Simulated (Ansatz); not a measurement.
# ZrH2 (quintet): the correlation ladder at scale of all distances = 2.413, def2-SVP

Aim: climb from Hartree-Fock through coupled cluster and multireference methods for ZrH2 (quintet) at one geometry and basis, and see what each rung misses.

Method: def2-SVP, core rule «outside noble gas», up to 4 orbitals frozen; program: Ansatz 0.2.0, Gaussian basis.

The runs, in order: UHF; CCSD(T) on ROHF; CCSD(T) on UHF; CISD; CCSDT(Q) on ROHF; CCSDT(Q) on UHF; CASSCF and MRCISD+Q, 6 electrons in 6 orbitals; CASSCF and NEVPT2, 6 electrons in 6 orbitals; CASSCF and MRCISD+Q, 6 electrons in 8 orbitals; CASSCF and NEVPT2, 6 electrons in 8 orbitals; Full CI.

18 further runs of the same task are left out: 2 for a known fault of the program, 12 that didn't finish, 4 set aside as unsound or not needed.

**1. The system**

The geometry derives from a PBE0/def2-TZVP stationary point (not a proven minimum). All distances are scaled together. No spin-orbit coupling is included. Elements past krypton take def2 core potentials.

3 atoms, charge 0, spin multiplicity 5.

Atoms are counted from 1 here; the program's logs count them from 0.

No contacts short enough for the rule that draws bonds.

**2. UHF**

in.yaml reads:

```yaml
crystal:
  periodic: [false, false, false]
  atoms:
    - {symbol: Zr, position_ang: [0.000000, 0.000000, 0.000000]}
    - {symbol: H, position_ang: [0.000000, 0.000000, -4.750714]}
    - {symbol: H, position_ang: [0.000000, 0.000000, 4.750714]}
basis:
  gaussian: {orbitals: def2-SVP}
magnetization: {spin_polarized: true, initial_magnetization: 4}
hamiltonian: {xc: hf}
output: {orbitals: {seedname: orbitals}}
```

Run with:

```sh
> ansatz run in.yaml --threads 1 --pin off --events-out ev --progress --plain --max-ram 2393MiB
```

After this run come: CCSD(T) on ROHF; CCSD(T) on UHF; CISD; CCSDT(Q) on ROHF; CCSDT(Q) on UHF; CASSCF and MRCISD+Q, 6 electrons in 6 orbitals; CASSCF and NEVPT2, 6 electrons in 6 orbitals; CASSCF and MRCISD+Q, 6 electrons in 8 orbitals; CASSCF and NEVPT2, 6 electrons in 8 orbitals; Full CI.

**Question.** What will the summary of the whole plan be? Wanted: FCI below the RHF energy; RMP2 from FCI; UMP2 from FCI; RCCSD from FCI; RCCSD(T) from FCI; UCCSD(T) from FCI; RCCSDT(Q) from FCI; UCCSDT(Q) from FCI; NEVPT2 pair from FCI.

As calculated:

```
                         quantity                                                                value
         FCI below the RHF energy                                                           -1.4042 eV
                    RMP2 from FCI                                                       +9.64 kcal/mol
                    UMP2 from FCI                                                       +7.81 kcal/mol
                   RCCSD from FCI                                                       +1.77 kcal/mol
                RCCSD(T) from FCI                                                       +0.68 kcal/mol
                UCCSD(T) from FCI                                                       -1.17 kcal/mol
               RCCSDT(Q) from FCI                                                       -0.02 kcal/mol
               UCCSDT(Q) from FCI                                                       -1.83 kcal/mol
             NEVPT2 pair from FCI                                                      +11.33 kcal/mol
           MRCISD+Q pair from FCI                                                       +0.30 kcal/mol
          NEVPT2 valence from FCI                                                      +11.86 kcal/mol
levels within 1 kcal/mol (43 meV)  UCCSD, RCCSD(T), RCCSDT, RCCSDT(Q), MRCISD+Q pair, MRCISD+Q valence
                    T1 diagnostic                                                                0.019
   effectively unpaired electrons                                                                 4.10
```

RCCSD(T) misses by +0.68 kcal/mol, 2.1 % of the correlation energy. CCSD(T) misses by +0.68 kcal/mol on the restricted determinant and by -1.17 kcal/mol on the unrestricted one; the two need not hold the same state or core. UCCSD, UCCSD(T), UCCSDT, UCCSDT(Q), MRCISD+Q valence fall below full CI: unrestricted runs freeze a spin-polarised core, another one than full CI's, and coupled cluster isn't variational. One determinant dominates. Of the multireference levels listed MRCISD+Q pair comes nearest in total energy (+0.30 kcal/mol), which doesn't show that its space is the better one. These misses are within one basis, not against nature; the frozen cores of restricted and unrestricted runs differ, which can shift their rows.
